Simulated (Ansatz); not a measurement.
# GeHBr (triplet): the correlation ladder, cc-pVTZ

The task here is to estimate one member of a computed series from the others.

Method: cc-pVTZ, core rule «outside noble gas», up to 28 orbitals frozen; program: Ansatz 0.2.0, Gaussian basis.

Plan: UHF; CCSD(T) on ROHF; CCSD(T) on UHF; BCCD(T) on ROHF; CCSDT(Q) on ROHF; CCSDT(Q) on UHF; CASSCF and MRCISD+Q, 12 electrons in 9 orbitals; CASSCF and NEVPT2, 12 electrons in 9 orbitals.

4 further runs of the same task are left out: 4 set aside as unsound or not needed.

### The geometry

The geometry is a PBE0/def2-TZVP stationary point (not a proven minimum) of the parent state, kept for this charge and spin. No spin-orbit coupling is included. The filled d shell of Ge, Br may be among the frozen orbitals whatever the setting's name suggests; the logs give the count.

3 atoms, charge 0, spin multiplicity 3.

Atoms are counted from 1 here; the program's logs count them from 0.

Bond lengths: Ge1–Br2 2.339 Å, Ge1–H3 1.598 Å. Angles: Br2–Ge1–H3 93.3°.

As a file:

```xyz
3

Ge    0.0000   -0.0382    1.2160
Br    0.0000    0.0151   -1.1224
H     0.0000    1.5551    1.3441
```

Set-up of the first run:

The input, in.yaml:

```yaml
crystal:
  periodic: [false, false, false]
  atoms:
    - {symbol: Ge, position_ang: [0.000000, -0.038171, 1.216039]}
    - {symbol: Br, position_ang: [0.000000, 0.015084, -1.122445]}
    - {symbol: H, position_ang: [0.000000, 1.555115, 1.344104]}
basis:
  gaussian: {orbitals: cc-pVTZ}
magnetization: {spin_polarized: true, initial_magnetization: 2}
hamiltonian: {xc: hf}
output: {orbitals: {seedname: orbitals}}
```

The run is started by

```sh
$ ansatz run in.yaml --threads 1 --pin off --events-out ev --progress --plain --max-ram 4096MiB --backend cpu
```

Among the steps run: UHF; CCSD(T) on ROHF; CCSD(T) on UHF; BCCD(T) on ROHF; CCSDT(Q) on ROHF; CCSDT(Q) on UHF; CASSCF and MRCISD+Q, 12 electrons in 9 orbitals; CASSCF and NEVPT2, 12 electrons in 9 orbitals.

One of the session's tables, all rows but one given; the rest of the session is left out.

| method | from UCCSDT(Q) (meV) |
| --- | --- |
| ROHF | ? |
| UHF | +7552.4 |
| RMP2 | +1168.2 |
| UMP2 | +1142.9 |
| RCCSD | +368.4 |
| UCCSD | +353.8 |
| RCCSD(T) | +60.1 |
| UCCSD(T) | +48.5 |
| BCCD(T) | +58.9 |
| RCCSDT | +27.3 |
| UCCSDT | +15.5 |
| RCCSDT(Q) | +13.8 |
| UCCSDT(Q) | 0 |
| CASSCF valence | +6689.6 |
| NEVPT2 valence | +1556.6 |
| MRCISD valence | +739.9 |
| MRCISD+Q valence | +157.6 |

Estimate the missing values for ROHF.

**Answer.** from UCCSDT(Q) (meV): +7654.5. In the column «from UCCSDT(Q) (meV)» it is the highest.

Limits of these values: Restricted and unrestricted rows rest on different reference determinants; where their highest levels disagree by more than a few hundredths of an eV, they describe different states and don't form one ladder.
